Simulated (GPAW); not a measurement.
# ScSi2 (P6/mmm) in GPAW: reference runs

How does ScSi2 come out in PBE? The cell is run as given and disturbed.

Program: GPAW 26.7.0. These are calculated values, not measurements. Logs are shortened: lines on timing, memory, paths and dates and some standing lists are left out, and cuts for length are marked. The log counts tension as positive stress, the text compression.

### 1 The crystal as given

It takes space group P6/mmm (No. 191, hexagonal). Conventional cell: a = 3.660 Å, b = 3.660 Å, c = 3.870 Å, α = 90.00°, β = 90.00°, γ = 120.00°. Around Sc (site symmetry 6/mmm) lie 12 Si at 2.87 Å. Si (site symmetry -6m2) has 3 Si at 2.11 Å as nearest neighbours.

### 2 Single point, PBE

File run.py:

```python
from ase import Atoms
from ase.dft.bandgap import bandgap
from ase.io import write
from ase.units import GPa
from gpaw import GPAW, PW

atoms = Atoms(['Sc', 'Si', 'Si'],
              cell=[[3.66, 0.0, 0.0],
                    [-1.83, 3.1696529779, 0.0],
                    [0.0, 0.0, 3.87]],
              scaled_positions=[[0.0, 0.0, 0.0],
                                [0.6666666667, 0.3333333333, 0.5],
                                [0.3333333333, 0.6666666667, 0.5]],
              pbc=True)

calc = GPAW(mode=PW(600),
            xc='PBE',
            kpts={'size': (8, 8, 7), 'gamma': True},
            occupations={'name': 'fermi-dirac', 'width': 0.05},
            nbands=21,
            convergence={'density': 1e-05, 'energy': 1e-05},
            maxiter=150,
            txt='gpaw.txt')
atoms.calc = calc
energy = atoms.get_potential_energy()
forces = atoms.get_forces()
stress = atoms.get_stress()
calc.write('gs.gpw')
write('result.traj', atoms)
print(f'Energy: {energy:.6f} eV')
print('Forces (eV/A):')
print(forces.round(4))
print('Stress (GPa):', (stress / GPa).round(3))
print('Fermi level:', round(calc.get_fermi_level(), 4), 'eV')
print(f'Gap: {bandgap(calc)[0]:.4f} eV, direct: {bandgap(calc, direct=True)[0]:.4f} eV')
```

Potentials or basis: GPAW PAW data sets (gpaw-data 1.2.1), pw.

Run with:

```console
$ OMP_NUM_THREADS=1 python run.py
```

gpaw.txt:

```text
__  _  _
 | _ |_)|_||  |
 |__||  | ||/\| - 26.7.0

Input parameters:
  mode=PW(ecut=600.0),
  convergence={'density': 1e-05, 'energy': 1e-05},
  kpts=MonkhorstPack(size=(8, 8, 7), gamma=True),
  maxiter=150,
  nbands=21,
  occupations=Occupations(name='fermi-dirac', width=0.05),
  xc=XC(name='PBE')

Diagonalizing LCAO Hamiltonian
Converting LCAO to pw mode

        Si  Si

       Sc

Atoms  # Å, Bohr magnetons
|   | symbol |         x |        y |        z |    initial magnetic moments |
|---|--------|-----------|----------|----------|-----------------------------|
| 0 |     Sc |  0.000000 | 0.000000 | 0.000000 | ( 0.0000,  0.0000,  0.0000) |
| 1 |     Si |  1.830000 | 1.056551 | 1.935000 | ( 0.0000,  0.0000,  0.0000) |
| 2 |     Si | -0.000000 | 2.113102 | 1.935000 | ( 0.0000,  0.0000,  0.0000) |

Unit cell  # Å
| periodic |         x |        y |        z |  lengths |     angles |
|----------|-----------|----------|----------|----------|------------|
|      yes |  3.660000 | 0.000000 | 0.000000 | 3.660000 |  90.000000 |
|      yes | -1.830000 | 3.169653 | 0.000000 | 3.660000 |  90.000000 |
|      yes |  0.000000 | 0.000000 | 3.870000 | 3.870000 | 120.000000 |

Number of symmetries: 24
Symmetry operations  # r_c * U_cc + t_c -> r_c
|    | kind |            matrix            |
|----|------|------------------------------|
|  0 |  σ   |  1, 1, 0,  0,-1, 0,  0, 0, 1 |
|  1 |  C2  |  1, 1, 0,  0,-1, 0,  0, 0,-1 |
|  2 |  C6  |  1, 1, 0, -1, 0, 0,  0, 0, 1 |
|  3 |  S6  |  1, 1, 0, -1, 0, 0,  0, 0,-1 |
|  4 |  E   |  1, 0, 0,  0, 1, 0,  0, 0, 1 |
|  5 |  σ   |  1, 0, 0,  0, 1, 0,  0, 0,-1 |
|  6 |  σ   |  1, 0, 0, -1,-1, 0,  0, 0, 1 |
|  7 |  C2  |  1, 0, 0, -1,-1, 0,  0, 0,-1 |
|  8 |  σ   |  0, 1, 0,  1, 0, 0,  0, 0, 1 |
|  9 |  C2  |  0, 1, 0,  1, 0, 0,  0, 0,-1 |
| 10 |  C3  |  0, 1, 0, -1,-1, 0,  0, 0, 1 |
| 11 |  S3  |  0, 1, 0, -1,-1, 0,  0, 0,-1 |
| 12 |  C6  |  0,-1, 0,  1, 1, 0,  0, 0, 1 |
| 13 |  S6  |  0,-1, 0,  1, 1, 0,  0, 0,-1 |
| 14 |  σ   |  0,-1, 0, -1, 0, 0,  0, 0, 1 |
| 15 |  C2  |  0,-1, 0, -1, 0, 0,  0, 0,-1 |
| 16 |  σ   | -1, 0, 0,  1, 1, 0,  0, 0, 1 |
| 17 |  C2  | -1, 0, 0,  1, 1, 0,  0, 0,-1 |
| 18 |  C2  | -1, 0, 0,  0,-1, 0,  0, 0, 1 |
| 19 |  i   | -1, 0, 0,  0,-1, 0,  0, 0,-1 |
| 20 |  C3  | -1,-1, 0,  1, 0, 0,  0, 0, 1 |
| 21 |  S3  | -1,-1, 0,  1, 0, 0,  0, 0,-1 |
| 22 |  σ   | -1,-1, 0,  0, 1, 0,  0, 0, 1 |
| 23 |  C2  | -1,-1, 0,  0, 1, 0,  0, 0,-1 |

BZ-sampling:
  Number of BZ points: 448
  Number of IBZ points: 40

  Monkhorst-Pack size: [8, 8, 7]
  Monkhorst-Pack shift: [0.0625, 0.0625, 0.0]

K-points  # in reciprocal-cell coordinates
|     |                                coordinates |     weight |
|-----|--------------------------------------------|------------|
|   0 | (  0.00000000,   0.00000000,   0.00000000) | 0.00223214 |
|   1 | (  0.00000000,   0.00000000,   0.14285714) | 0.00446429 |
|   2 | (  0.00000000,   0.00000000,   0.28571429) | 0.00446429 |
|   3 | (  0.00000000,   0.00000000,   0.42857143) | 0.00446429 |
|   4 | (  0.12500000,   0.00000000,   0.00000000) | 0.01339286 |
|   5 | (  0.12500000,   0.00000000,   0.14285714) | 0.02678571 |
|   6 | (  0.12500000,   0.00000000,   0.28571429) | 0.02678571 |
|   7 | (  0.12500000,   0.00000000,   0.42857143) | 0.02678571 |
|   8 | (  0.25000000,  -0.12500000,   0.00000000) | 0.01339286 |
|   9 | (  0.25000000,  -0.12500000,   0.14285714) | 0.02678571 |
| ... |                                            |            |
|  39 | (  0.50000000,   0.50000000,   0.42857143) | 0.01339286 |

Plane wave coefficients: 1533
Cutoff: 600.0 eV

Spin-components: 1 (collinear spins)
Bands:           21
Projectors:      16
Spin-degeneracy: 2
Datatype:        complex128

Density:
  Valence electrons: 19.0
  Components: 1
  Grid points: [21 21 24]
  Charge: 0.0  # |e|

Potential:
  Grid points: [21 21 24]

species:
  Sc:
    name:    Scandium
    Z:       21.0
    valence: 11
    core:    10
    charge:  0.0  # [|e|]
    compensation charges:
      type: gauss
      rc: 0.39  # [Å]
      lmax: 2
    cutoffs:
      filter: 2.14  # [Å]
      core: 1.08  # [Å]
    projectors
    | kind |    occ | energy [eV] | rcut [Å] |
    |------|--------|-------------|----------|
    |   3s |  2.000 |     -55.031 |    1.228 |
    |   4s |  2.000 |      -4.183 |    1.228 |
    |   3p |  6.000 |     -33.625 |    1.281 |
    |   4p |  0.000 |      -1.467 |    1.281 |
    |   3d |  1.000 |      -3.233 |    1.196 |
    |    d |        |      23.979 |    1.196 |

    Using partial waves for Sc as LCAO basis

  Si:
    name:    Silicon
    Z:       14.0
    valence: 4
    core:    10
    charge:  0.0  # [|e|]
    compensation charges:
      type: gauss
      rc: 0.33  # [Å]
      lmax: 2
    cutoffs:
      filter: 1.86  # [Å]
      core: 2.06  # [Å]
    projectors
    | kind |    occ | energy [eV] | rcut [Å] |
    |------|--------|-------------|----------|
    |   3s |  2.000 |     -10.812 |    1.058 |
    |   3p |  2.000 |      -4.081 |    1.058 |
    |    s |        |      16.399 |    1.058 |
    |    p |        |      23.130 |    1.058 |
    |    d |        |       0.000 |    1.058 |

    Using partial waves for Si as LCAO basis

Reference energy: -36561.571621  # eV

eigensolver:
  PPCG
  Converge bands: occupied
  niter=2

density mixing:
  MSR1-Mixer
  Pratt-step length: 0.05
  Maximum mixing coefficient: 0.75
  Old densities: 10
  SVD Regularization: 0.005
  Good broyden scale: 1.0
  Trust region scale: 1.0
  Backstep threshold: 4.0
  History deletion threshold: 6.0
  Fourier metric: weight=20.0, sigma=0.015

occupation numbers:
  Fermi-Dirac:
    width: 0.0500  # eV

poisson solver:
  ecut: 4800.0  # eV

xc functional:
  name: PBE with 2 nearest neighbor stencil

convergence criteria:
- Maximum integral of absolute [dens]ity change: 1e-05 electrons / valence electron
- Maximum [total energy] change in last 3 cyles: 1e-05 eV / valence electron
- Maximum integral of absolute [eigenst]ate change: 4e-08 eV^2 / valence electron
maximum number of iterations: 150

SCF iterations
|iter     | |      energy | eigst |  dens |
|---------|-|-------------|-------|-------|
|iter:   1| |  -15.897814 | +0.85 |       |
|iter:   2| |  -15.839733 | -1.19 | -1.17 |
|iter:   3| |  -15.680130 | -1.56 | -1.22 |
|iter:   4| |  -15.691069 | -2.77 | -1.66 |
|iter:   5| |  -15.696563 | -3.23 | -1.94 |
|iter:   6| |  -15.696564 | -4.73 | -2.93 |
|iter:   7| |  -15.696557c| -5.95 | -3.43 |
|iter:   8| |  -15.696557c| -7.55c| -4.19 |
|iter:   9| |  -15.696557c| -7.67c| -4.91 |
|iter:  10| |  -15.696557c| -8.30c| -5.57c|

Converged in 10 steps
Energy contributions relative to reference atoms: (reference = -36561.571621)

Energy contributions:
  Kinetic:          39.671599
  Coulomb:         -29.465617
  Zero:              0.088621
  External:          0.000000
  Xc:              -25.984451
  Entropy:          -0.013420
  Spinorbit:         0.000000
  ----------------------------
  Free energy:     -15.703267
  Extrapolated:    -15.696557

dipole moment: (-4.880449, -8.453186, -10.320950)  # |e|*Ang

Fermi level: 9.866
Eigenvalues  # (at kpt = [0.000, 0.000, 0.000])
| band index |      eig [eV] | occ [0-2] |
|------------|---------------|-----------|
|          0 |       -39.740 |     2.000 |
|          1 |       -18.449 |     2.000 |
|          2 |       -18.370 |     2.000 |
|          3 |       -18.370 |     2.000 |
|          4 |        -4.024 |     2.000 |
|          5 |         6.273 |     2.000 |
|          6 |         6.388 |     2.000 |
|          7 |         6.388 |     2.000 |
|          8 |         7.782 |     2.000 |
|          9 |        10.904 |     0.000 |
|         10 |        10.904 |     0.000 |
|         11 |        11.025 |     0.000 |
|         12 |        11.511 |     0.000 |
|         13 |        11.511 |     0.000 |
|         14 |        12.534 |     0.000 |
|         15 |        12.534 |     0.000 |
|         16 |        13.906 |     0.000 |
|        ... |               |           |
|         20 |        26.195 |     0.000 |

No gap
No difference between direct/indirect transitions

Forces  # eV/Ang
|        x |        y |       z |
|----------|----------|---------|
| -0.00000 |  0.00000 | 0.00000 |  # Sc   0
|  0.00000 | -0.00000 | 0.00000 |  # Si   1
| -0.00000 |  0.00000 | 0.00000 |  # Si   2

Stress tensor  # eV/Ang^3
|         x |         y |         z |
|-----------|-----------|-----------|
| -0.236135 |  0.000000 |  0.000000 |
|  0.000000 | -0.236135 |  0.000000 |
|  0.000000 |  0.000000 | -0.005293 |

# Writing to gs.gpw (mode='')
```

Run time: 36 s. Hardware: 1 thread of Intel Xeon Platinum 8259CL at 2.50GHz (Skylake/Cascade Lake), shared host; peak memory 0.17 GiB.

Results:

```
Free energy            : -15.7033 eV
Pressure               : 25.5 GPa
Band gap on the k mesh : none (metal or under the smearing width)
```

Caveat: so large a pressure means that the cell lies far from this level's equilibrium, or that cutoff or potentials fall short.

### 3 Single point, PBE (atoms moved at random, drawn with an rms of 0.05 Å)

run.py: that of step 2 with these lines changed.

```diff
@@ -1,4 +1,3 @@
-from ase import Atoms
 from ase.dft.bandgap import bandgap
-from ase.io import write
+from ase.io import read, write
 from ase.units import GPa
@@ -6,10 +5,3 @@
 
-atoms = Atoms(['Sc', 'Si', 'Si'],
-              cell=[[3.66, 0.0, 0.0],
-                    [-1.83, 3.1696529779, 0.0],
-                    [0.0, 0.0, 3.87]],
-              scaled_positions=[[0.0, 0.0, 0.0],
-                                [0.6666666667, 0.3333333333, 0.5],
-                                [0.3333333333, 0.6666666667, 0.5]],
-              pbc=True)
+atoms = read('POSCAR')
```

File POSCAR:

```
ScSi2
1.0
    3.6600000000      0.0000000000      0.0000000000
   -1.8300000000      3.1696529779      0.0000000000
    0.0000000000      0.0000000000      3.8700000000
Sc Si
1 2
Direct
   -0.0001940000      0.0028230000     -0.0122770000
    0.6745880000      0.3464430000      0.5095350000
    0.3232120000      0.6743660000      0.4999980000
```

Potentials or basis: GPAW PAW data sets (gpaw-data 1.2.1), pw.

Run with:

```console
$ OMP_NUM_THREADS=1 python run.py
```

gpaw.txt:

```text
__  _  _
 | _ |_)|_||  |
 |__||  | ||/\| - 26.7.0

Input parameters:
  mode=PW(ecut=600.0),
  convergence={'density': 1e-05, 'energy': 1e-05},
  kpts=MonkhorstPack(size=(8, 8, 7), gamma=True),
  maxiter=150,
  nbands=21,
  occupations=Occupations(name='fermi-dirac', width=0.05),
  xc=XC(name='PBE')

Diagonalizing LCAO Hamiltonian
Converting LCAO to pw mode

        Si  Si

       Sc

Atoms  # Å, Bohr magnetons
|   | symbol |         x |        y |         z |    initial magnetic moments |
|---|--------|-----------|----------|-----------|-----------------------------|
| 0 |     Sc | -0.005876 | 0.008948 | -0.047512 | ( 0.0000,  0.0000,  0.0000) |
| 1 |     Si |  1.835001 | 1.098104 |  1.971900 | ( 0.0000,  0.0000,  0.0000) |
| 2 |     Si | -0.051134 | 2.137506 |  1.934992 | ( 0.0000,  0.0000,  0.0000) |

Unit cell  # Å
| periodic |         x |        y |        z |  lengths |     angles |
|----------|-----------|----------|----------|----------|------------|
|      yes |  3.660000 | 0.000000 | 0.000000 | 3.660000 |  90.000000 |
[... 149 lines left out ...]
Converged in 10 steps
Energy contributions relative to reference atoms: (reference = -36561.571621)

Energy contributions:
  Kinetic:          40.141986
  Coulomb:         -29.803394
  Zero:              0.088592
  External:          0.000000
  Xc:              -26.046856
  Entropy:          -0.014598
  Spinorbit:         0.000000
  ----------------------------
  Free energy:     -15.634271
  Extrapolated:    -15.626972

dipole moment: (14.451454, -8.180425, 9.756927)  # |e|*Ang

Fermi level: 9.859
Eigenvalues  # (at kpt = [0.000, 0.000, 0.000])
| band index |      eig [eV] | occ [0-2] |
|------------|---------------|-----------|
|          0 |       -39.734 |     2.000 |
|          1 |       -18.443 |     2.000 |
|          2 |       -18.374 |     2.000 |
|          3 |       -18.358 |     2.000 |
|          4 |        -4.027 |     2.000 |
|          5 |         6.200 |     2.000 |
[... 9 lines left out ...]
|         15 |        12.607 |     0.000 |
|         16 |        13.895 |     0.000 |
|        ... |               |           |
|         20 |        20.026 |     0.000 |

No gap
No difference between direct/indirect transitions

Forces  # eV/Ang
|        x |        y |        z |
|----------|----------|----------|
| -0.08812 |  0.12720 |  0.64261 |  # Sc   0
| -1.48183 | -0.61301 | -0.24844 |  # Si   1
|  1.56995 |  0.48581 | -0.39416 |  # Si   2

Stress tensor  # eV/Ang^3
|         x |         y |         z |
|-----------|-----------|-----------|
| -0.251838 | -0.034922 |  0.001369 |
| -0.034922 | -0.228577 | -0.000762 |
|  0.001369 | -0.000762 | -0.006613 |

# Writing to gs.gpw (mode='')
```

Wall time 2.9 min (1 thread of Intel Xeon Platinum 8259CL at 2.50GHz (Skylake/Cascade Lake), shared host); peak memory 0.33 GiB.

What came out:

| Quantity | Value |
| --- | --- |
| Free energy | -15.6343 eV |
| Pressure | 26.0 GPa |
| Largest force | 1.690 eV/Å |
| Band gap on the k mesh | none (metal or under the smearing width) |

Forces in eV/Å, atoms in the order of the input:
```
Sc  -0.088  0.127  0.643
Si  -1.482 -0.613 -0.248
Si   1.570  0.486 -0.394
```

### 4 Equation of state, PBE

File run.py:

```python
from ase.eos import EquationOfState
from ase.io import Trajectory, read
from ase.units import GPa
from gpaw import GPAW, PW

atoms = read('ScSi2.xyz')

traj = Trajectory('eos.traj', 'w')
volumes, energies = [], []
for x in [0.94, 0.96, 0.98, 1.0, 1.02, 1.04, 1.06]:
    a = atoms.copy()
    a.set_cell(atoms.cell * x**(1 / 3), scale_atoms=True)
    calc = GPAW(mode=PW(600),
                xc='PBE',
                kpts={'size': (8, 8, 7), 'gamma': True},
                occupations={'name': 'fermi-dirac', 'width': 0.05},
                nbands=21,
                convergence={'density': 1e-05, 'energy': 1e-05},
                maxiter=150,
                txt=f'eos-{x:.2f}.txt')
    a.calc = calc
    energies.append(a.get_potential_energy(force_consistent=True))
    volumes.append(a.get_volume())
    p = -a.get_stress()[:3].mean() / GPa
    calc.write(f'eos-{x:.2f}.gpw')
    traj.write(a)
    print(f'{x:.2f} {volumes[-1]:10.4f} A^3 {energies[-1]:14.6f} eV {p:9.3f} GPa', flush=True)

v0, e0, B = EquationOfState(volumes, energies, eos='birchmurnaghan').fit()
print(f'V0 = {v0:.4f} A^3, E0 = {e0:.6f} eV, B0 = {B / GPa:.2f} GPa')
```

File ScSi2.xyz:

```xyz
3
Lattice="3.6600000000 0.0000000000 0.0000000000 -1.8300000000 3.1696529779 0.0000000000 0.0000000000 0.0000000000 3.8700000000" Properties=species:S:1:pos:R:3 pbc="T T T"
Sc     0.0000000000      0.0000000000      0.0000000000
Si     1.8300000002      1.0565509925      1.9350000000
Si    -0.0000000002      2.1131019854      1.9350000000
```

Run with:

```console
$ OMP_NUM_THREADS=1 python run.py
```

Wall time 3.8 min (1 thread of Intel Xeon Platinum 8259CL at 2.50GHz (Skylake/Cascade Lake), shared host); peak memory 0.25 GiB.

Results (log left out):

```yaml
Equilibrium_volume: outside the volumes run
```

Energy against volume, from the lowest point:
| volume (Å³/atom) | energy (meV/atom) |
| --- | --- |
| 14.067 | 292.11 |
| 14.367 | 223.55 |
| 14.666 | 163.92 |
| 14.965 | 112.41 |
| 15.265 | 68.34 |
| 15.564 | 31.07 |
| 15.863 | 0.00 |

### 5 Summary

```csv
task,cell,gap on the mesh (eV),pressure (GPa)
single point,as given,none,25.5
single point,"atoms moved at random, drawn with an rms of 0.05 Å",none,26.0
equation of state,as given,-,-
```

Alike in all rows: level PBE; potentials or basis GPAW PAW data sets (gpaw-data 1.2.1), pw; no spin polarisation; k mesh 8 × 8 × 7; cutoff (eV) 600; smearing fermi-dirac 0.05 eV.

Caveats: so large a pressure means that the cell lies far from this level's equilibrium, or that cutoff or potentials fall short (some runs).

Absolute energies hang on the potentials; compare differences alone.
